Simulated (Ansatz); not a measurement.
# SiH2F2 (SMILES F[SiH2]F) at revPBE/aug-cc-pVDZ

Aim: the electronic atomisation energy of SiH2F2 at revPBE/aug-cc-pVDZ, from 4 runs. 

The results are computed with Ansatz 0.2.0.

53 further runs of the same task are left out: 53 set aside as unsound or not needed.

### 1 The molecule

SiH2F2: 5 atoms, total charge 0, spin state singlet. As SMILES, `F[SiH2]F`. The coordinates come from a PBE0-D4/def2-TZVP relaxation.

Bond lengths: F1–Si2 1.586 Å, Si2–F3 1.586 Å, Si2–H4 1.474 Å, Si2–H5 1.474 Å. Angles: F1–Si2–F3 108.0°, F1–Si2–H4 108.5°, F1–Si2–H5 108.5°, F3–Si2–H4 108.5°, F3–Si2–H5 108.5°, H4–Si2–H5 114.6°.

### 2 A single-point energy at revPBE/aug-cc-pVDZ

Input file run.yaml:

```yaml
crystal:
  periodic: [false, false, false]
  atoms:
    - {symbol: F, position_ang: [-1.079010, 0.538200, 0.980720]}
    - {symbol: Si, position_ang: [-0.005220, -0.000540, -0.054090]}
    - {symbol: F, position_ang: [1.247630, -0.520590, 0.766910]}
    - {symbol: H, position_ang: [-0.590470, -1.138740, -0.786300]}
    - {symbol: H, position_ang: [0.427070, 1.121680, -0.907250]}
basis:
  gaussian: {orbitals: aug-cc-pVDZ}
hamiltonian: {xc: {name: revPBE}}
accuracy: high
output: {orbitals: {seedname: orbitals}}
```

On the command line:

```sh
$ ansatz run run.yaml --threads 1 --pin off --max-ram 3480MiB --events-out events.jsonl --progress --plain --runs-dir runs
```

Output:

```text
Warning: RAYON_NUM_THREADS=1 ignored (pool sized by the plan → 1); use --threads N
Functional definition: revPBE
  name "revPBE"
  parameter kappa = 1.245
  parameter beta = 0.06672455060314922
  exchange = pbe_x(kappa = kappa, mu = beta*pi^2/3)
  correlation = pbe_c(beta = beta)
1837 factors; integrals over basis functions are off by at most 3.7e-9 eV
mean field evaluation 1: about -13340.6554 eV, gradient 4.5e1 eV
mean field evaluation 2: about -13331.3191 eV, gradient 9.1e1 eV
mean field evaluation 4: about -13343.7244 eV, gradient 8.4e-1 eV
mean field evaluation 8: about -13343.7219 eV, gradient 3.0e-2 eV
mean field evaluation 16: about -13343.7219 eV, gradient 2.9e-7 eV
mean field -13343.72188262 eV, -490.3727344868 hartree, gradient 5.8e-8 eV, S^2 0.000000; 0 other end points of the search recorded, 0 dependent functions left out
reference -13343.72189010 eV, -490.3727347618 hartree; 17, 17 occupied and 74, 74 virtual orbitals, 1837 factors
Total energy: -13343.72189010 eV, -490.3727347618 hartree
```

It took 3.3 s on 1 thread of Intel Xeon 6975P-C (Granite Rapids), shared host; peak memory 0.23 GiB.

### 3 The F atom

Input file molecule.yaml:

```yaml
crystal:
  periodic: [false, false, false]
  atoms:
    - {symbol: F, position_ang: [0.000000, 0.000000, 0.000000]}
basis:
  gaussian:
    orbitals: aug-cc-pVDZ
hamiltonian:
  xc: {name: revPBE}
magnetization:
  spin_polarized: true
  initial_magnetization: 1
accuracy: high
```

On the command line:

```sh
$ ansatz run molecule.yaml --threads 1 --pin off --max-ram 3480MiB --events-out events.jsonl --progress --plain --runs-dir runs
```

Output, cut to the lines that bear on the results:

```text
Warning: RAYON_NUM_THREADS=1 ignored (pool sized by the plan → 1); use --threads N
[... 6 set-up lines as earlier in the session ...]
199 factors; integrals over basis functions are off by at most 2.8e-9 eV
mean field evaluation 1: about -2713.0245 eV, gradient 5.7e0 eV
mean field evaluation 2: about -2713.0468 eV, gradient 4.9e0 eV
mean field evaluation 4: about -2713.1218 eV, gradient 9.1e-3 eV
mean field evaluation 8: about -2713.1216 eV, gradient 1.4e-4 eV
mean field evaluation 16: about -2713.1210 eV, gradient 1.7e-1 eV
mean field evaluation 32: about -2713.1216 eV, gradient 2.8e-8 eV
mean field -2713.12160382 eV, -99.7053799205 hartree, gradient 1.9e-8 eV, S^2 0.751353; 5 other end points of the search recorded, 0 dependent functions left out
reference -2713.12160668 eV, -99.7053800258 hartree; 5, 4 occupied and 18, 19 virtual orbitals, 199 factors
Total energy: -2713.12160668 eV, -99.7053800258 hartree
```

It took 0.5 s on 1 thread of Intel Xeon 6975P-C (Granite Rapids), shared host.

### 4 The H atom at the same level

Input file molecule.yaml:

```yaml
basis:
  gaussian:
    orbitals: aug-cc-pVDZ
crystal:
  periodic: [false, false, false]
  atoms:
    - {symbol: H, position_ang: [0.000000, 0.000000, 0.000000]}
accuracy: high
hamiltonian:
  xc: {name: revPBE}
magnetization:
  spin_polarized: true
  initial_magnetization: 1
```

Run the same way, it converges to -0.50379 Eh (log not shown).

### 5 The Si atom at the same level

Input file input.yaml:

```yaml
crystal:
  periodic: [false, false, false]
  atoms:
    - {symbol: Si, position_ang: [0.000000, 0.000000, 0.000000]}
basis:
  gaussian:
    orbitals: aug-cc-pVDZ
accuracy: high
magnetization:
  spin_polarized: true
  initial_magnetization: 2
hamiltonian:
  xc: {name: revPBE}
```

On the command line:

```sh
$ ansatz run input.yaml --threads 1 --pin off --max-ram 3480MiB --events-out events.jsonl --progress --plain --runs-dir runs
```

Output, cut to the lines that bear on the results:

```text
Warning: RAYON_NUM_THREADS=1 ignored (pool sized by the plan → 1); use --threads N
[... 6 set-up lines as earlier in the session ...]
231 factors; integrals over basis functions are off by at most 3.2e-9 eV
mean field evaluation 1: about -7872.4780 eV, gradient 3.1e0 eV
mean field evaluation 2: about -7872.5885 eV, gradient 1.5e0 eV
mean field evaluation 4: about -7872.6130 eV, gradient 1.7e-1 eV
mean field evaluation 8: about -7872.6130 eV, gradient 1.3e-3 eV
mean field evaluation 16: about -7872.4942 eV, gradient 2.8e0 eV
mean field evaluation 32: about -7872.6118 eV, gradient 2.3e-1 eV
mean field -7872.61299114 eV, -289.3131911757 hartree, gradient 3.1e-8 eV, S^2 2.004201; 3 other end points of the search recorded, 0 dependent functions left out
reference -7872.61299613 eV, -289.3131913590 hartree; 8, 6 occupied and 19, 21 virtual orbitals, 231 factors
Total energy: -7872.61299613 eV, -289.3131913590 hartree
```

Wall time 0.74 s (1 thread of Intel Xeon 6975P-C (Granite Rapids), shared host).

### 6 Outcome

At revPBE/aug-cc-pVDZ:

```
                     quantity          value
       molecule: total energy  -490.37273 Eh
        molecule: HOMO energy       -8.37 eV
        molecule: LUMO energy       -0.78 eV
      molecule: HOMO–LUMO gap        7.59 eV
         F atom: total energy   -99.70538 Eh
                 F atom: ⟨S²⟩          0.751
         H atom: total energy    -0.50379 Eh
                 H atom: ⟨S²⟩          0.750
        Si atom: total energy  -289.31319 Eh
                Si atom: ⟨S²⟩          2.004
electronic atomisation energy      17.448 eV
```

Taking the molecule apart into free atoms costs 17.45 eV (1683 kJ/mol), before zero-point energy and without spin-orbit coupling.
